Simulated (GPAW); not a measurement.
NbCu:

```
Nb Cu
1.0
     0.00000    2.56221    2.56221
     2.56221    0.00000    2.56221
     2.56221    2.56221    0.00000
Nb Cu
1 1
Direct
  0.00000 0.00000 0.00000
  0.50000 0.50000 0.50000
```

The cell was built by a generator and needn't be a form met in nature.

Base run:

```yaml
Program: GPAW 26.7.0
Functional: PBE
Potentials_or_basis: GPAW PAW data sets (gpaw-data 1.2.1)
Cutoff: 600 eV
Basis: pw
k_mesh: 9 × 9 × 9
Occupations: fermi-dirac, width 0.05 eV
Spin: no spin polarisation
```

Its results: band gap on the k mesh none (metal or under the smearing width); pressure 0.0 GPa.

Q: The run is repeated on the same cell with these changes: hubbard terms from none to Nb d U = 5 eV. What comes out?

A: Band gap on the k mesh none (metal or under the smearing width); pressure 11.3 GPa.

Caveats: with this Cu data set, volumes or pressures lay over 1.5 % or 2 GPa off other programs in two to four cells of ten; U without spin polarisation on a metal has little footing (some runs); the U is typed as a test and isn't derived for this compound (some runs).
